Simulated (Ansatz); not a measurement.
**C3H9ClHf: a ladder of functionals and wavefunction methods**

The task here is to estimate one member of a computed series from the others.

The runs use Ansatz 0.2.0, Gaussian basis; functionals in def2-TZVPP, the program's frozen cores in correlated methods.

Levels to be run: LDA (SPW92), PBE-D4, revPBE-D4, BLYP-D4, r2SCAN-D4, B97M-V, PBE0-D4, B3LYP-D4, r2SCANh-D4, r2SCAN0-D4, HSE06-D4, BHLYP-D4, CAM-B3LYP-D4, LC-ωPBE, ωB97X-V, ωB97M-V, B2PLYP, PBE-QIDH; CCSD(T)/def2-SVP; MP2/def2-TZVPP; MP2/def2-QZVPP; RPA on PBE.

## Structure used throughout

An earlier PBE0-D4 in a triple-zeta def2 set relaxation fixed the geometry. Hf takes the def2 core potential; no spin-orbit term is included.

SMILES `[CH3][Hf]([CH3])([CH3])[Cl]`, 14 atoms, charge 0, spin multiplicity 1.

Atoms are counted from 1 here; the program's logs count them from 0.

Bond lengths: C1–Hf2 2.203 Å, C1–H6 1.098 Å, C1–H7 1.096 Å, C1–H8 1.098 Å, Hf2–C3 2.204 Å, Hf2–C4 2.204 Å, Hf2–Cl5 2.359 Å, C3–H9 1.097 Å, C3–H10 1.098 Å, C3–H11 1.097 Å, C4–H12 1.098 Å, C4–H13 1.097 Å, C4–H14 1.097 Å. Angles: Hf2–C1–H6 110.8°, Hf2–C1–H7 112.9°, Hf2–C1–H8 110.8°, H6–C1–H7 107.5°, H6–C1–H8 107.3°, H7–C1–H8 107.5°, C1–Hf2–C3 107.1°, C1–Hf2–C4 107.2°, C1–Hf2–Cl5 112.8°, C3–Hf2–C4 105.9°, C3–Hf2–Cl5 111.8°, C4–Hf2–Cl5 111.8°, Hf2–C3–H9 112.2°, Hf2–C3–H10 110.4°, Hf2–C3–H11 111.9°, H9–C3–H10 107.3°, H9–C3–H11 107.3°, H10–C3–H11 107.4° and more.

Set-up of the first run:

The input, in.yaml:

```yaml
crystal:
  periodic: [false, false, false]
  atoms:
    - {symbol: C, position_ang: [-1.635238, 1.190756, 0.407486]}
    - {symbol: Hf, position_ang: [0.204449, 0.371800, -0.485958]}
    - {symbol: C, position_ang: [1.687797, 0.193069, 1.134089]}
    - {symbol: C, position_ang: [-0.243981, -1.690084, -1.122073]}
    - {symbol: Cl, position_ang: [1.015045, 1.681278, -2.272866]}
    - {symbol: H, position_ang: [-1.491743, 1.393940, 1.476701]}
    - {symbol: H, position_ang: [-1.957995, 2.125732, -0.064588]}
    - {symbol: H, position_ang: [-2.462696, 0.474747, 0.319844]}
    - {symbol: H, position_ang: [1.925479, 1.163588, 1.586476]}
    - {symbol: H, position_ang: [1.306334, -0.455954, 1.933346]}
    - {symbol: H, position_ang: [2.630256, -0.242523, 0.780762]}
    - {symbol: H, position_ang: [-0.671346, -2.265635, -0.290667]}
    - {symbol: H, position_ang: [0.658481, -2.217269, -1.454740]}
    - {symbol: H, position_ang: [-0.964861, -1.723455, -1.947812]}
basis:
  gaussian: {orbitals: def2-TZVPP}
hamiltonian: {xc: lda}
output: {orbitals: {seedname: orbitals}}
```

The run is started by

```sh
$ ansatz run in.yaml --threads 4 --pin off --events-out ev --progress --plain --max-ram 11315MiB
```

Among the steps run: LDA; PBE-D4 (GGA); revPBE-D4 (GGA); BLYP-D4 (GGA); r2SCAN-D4 (meta-GGA); B97M-V (meta-GGA); B3LYP-D4 (hybrid); r2SCANh-D4 (hybrid); r2SCAN0-D4 (hybrid); HSE06-D4 (hybrid); BHLYP-D4 (hybrid); CAM-B3LYP-D4 (range-separated); LC-ωPBE (range-separated); ωB97X-V (range-separated); ωB97M-V (range-separated); B2PLYP (double hybrid); PBE-QIDH (double hybrid).

One table of the session follows, with a row left open; its other results are not shown here.

It belongs to the step «Orbital energies across the functionals». 

| functional | HOMO (eV) | gap (eV) |
| --- | --- | --- |
| LDA (SPW92) | -6.50 | 4.38 |
| PBE-D4 | -6.39 | 4.52 |
| revPBE-D4 | -6.34 | 4.58 |
| BLYP-D4 | -6.26 | 4.51 |
| r2SCAN-D4 | -6.68 | 5.10 |
| B97M-V | -6.77 | 5.19 |
| PBE0-D4 | -7.72 | 6.81 |
| B3LYP-D4 | -7.48 | 6.33 |
| r2SCANh-D4 | ? | ? |
| r2SCAN0-D4 | -7.91 | 7.17 |
| HSE06-D4 | -7.31 | 6.02 |
| BHLYP-D4 | -8.95 | 9.11 |
| CAM-B3LYP-D4 | -9.12 | 9.35 |
| LC-ωPBE | -10.54 | 12.00 |
| ωB97X-V | -10.17 | 11.50 |
| ωB97M-V | -10.03 | 11.05 |

**Question.** Estimate the row for r2SCANh-D4.

Worked estimate for «HOMO (eV)». Against the share of exact exchange, r2SCAN-D4 (0, -6.68), r2SCAN0-D4 (0.25, -7.91) give a slope of -4.92 per unit share; at 0.1 the line stands at -7.17.

The run gave: HOMO (eV): -7.18; gap (eV): 5.93. In «HOMO (eV)» the line misses by +0.01.
